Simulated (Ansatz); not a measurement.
**Sc3Al: properties at the relaxed cell**

One table from this session's results is given with a row withheld; the runs are named, their logs left out.

Method: DFT PBEsol, scalar-relativistic, plane waves, PAW, in Ansatz 0.2.0.

1 further run of the same task is left out (set aside as unsound or not needed).

### Starting point

The structure is cubic, space group Pm-3m (No. 221). The conventional cell has a = 4.375 Å, b = 4.375 Å, c = 4.375 Å, α = 90.00°, β = 90.00°, γ = 90.00°. Sc (site symmetry 4/mmm) is surrounded by 8 Sc at 3.09 Å and 4 Al at 3.09 Å. Al (site symmetry m-3m) has 12 Sc at 3.09 Å as nearest neighbours.

Structure file:

```
Sc Al
1.0
     4.37479    0.00000    0.00000
     0.00000    4.37479    0.00000
     0.00000    0.00000    4.37479
Sc Al
3 1
Direct
  0.50000 0.00000 0.50000
  0.00000 0.50000 0.50000
  0.50000 0.50000 0.00000
  0.00000 0.00000 0.00000
```

It goes back to an entry of the Materials Project, which need not be the stable form.

It is the result of an earlier relaxation at this level (volume 20.93 Å³/atom; gap on the mesh: none (metal)).

Set-up of the first run:

The input, input.yaml:

```yaml
crystal:
  lattice:
    - [4.3747949981, 0.0, 0.0]
    - [0.0, 4.3747949981, 0.0]
    - [0.0, 0.0, 4.3747949981]
  atoms:
    - { symbol: Sc, position: [0.5, 0.0, 0.5] }
    - { symbol: Sc, position: [0.0, 0.5, 0.5] }
    - { symbol: Sc, position: [0.5, 0.5, 0.0] }
    - { symbol: Al, position: [0.0, 0.0, 0.0] }
basis:
  ecutwfc: 420
kpoints:
  mp_grid: { grid: [10, 10, 10] }
  band_path:
    path:
      - [[0.0, 0.0, 0.0], [0.0, 0.5, 0.0], [0.5, 0.5, 0.0], [0.0, 0.0, 0.0], [0.5, 0.5, 0.5], [0.0, 0.5, 0.0]]
      - [[0.5, 0.5, 0.5], [0.5, 0.5, 0.0]]
    npoints: 14
hamiltonian:
  xc: pbesol
scf:
  occupations: { method: gaussian, width: 0.1 }
  n_extra_bands: 10
output:
  forces: true
  stress: true
  eigenvalues: true
  populations: true
  dos: { projected: true, de: 0.02, nscf_kmesh: { grid: [15, 15, 15] } }
  bader: true
  write_density: true
  write_potential: true
  elf: true
  volumetric_format: npy
```

Started as:

```bash
$ ansatz run input.yaml --threads 1 --pin off --max-ram 2560MiB --backend cpu --events-out ev --progress --plain --runs-dir out
```

Steps of the session up to this table: Static run: bands, density of states and charges; The cell as listed, for comparison; Volume × 0.97; Volume × 1.03; Point at V/V0 = 0.94; Volume × 1.06; The cell scaled to 0.91 of its volume; Point at V/V0 = 1.10; The cell scaled to 0.88 of its volume.

One table of the session follows, with a row left open; its other results are not shown here.

It belongs to the step «Energy against volume». 

```
volume (Å³/atom)  energy above the lowest point (meV/atom)  pressure (GPa)
          18.420                                      76.5           10.78
          19.048                                         ?               ?
          19.676                                      17.3            4.66
          20.304                                       4.1            2.17
          20.932                                       0.0            0.00
          21.560                                       3.9           -1.90
          22.188                                      14.8           -3.56
          23.025                                      38.7           -5.45
```

Q: Estimate the row for volume (Å³/atom) = 19.048 from the others.

Worked estimate for «energy above the lowest point (meV/atom)». A straight line through the neighbours (18.420, 76.5) and (19.676, 17.3) gives 76.5 + (17.3 − 76.5) × (19.048 − 18.420) / (19.676 − 18.420) = 46.9; a parabola fitted to 3 rows on both sides gives 41.4.

The run gave: energy above the lowest point (meV/atom): 40.9; pressure (GPa): 7.51. In «energy above the lowest point (meV/atom)» the line misses by +6.0 and the parabola by +0.5.
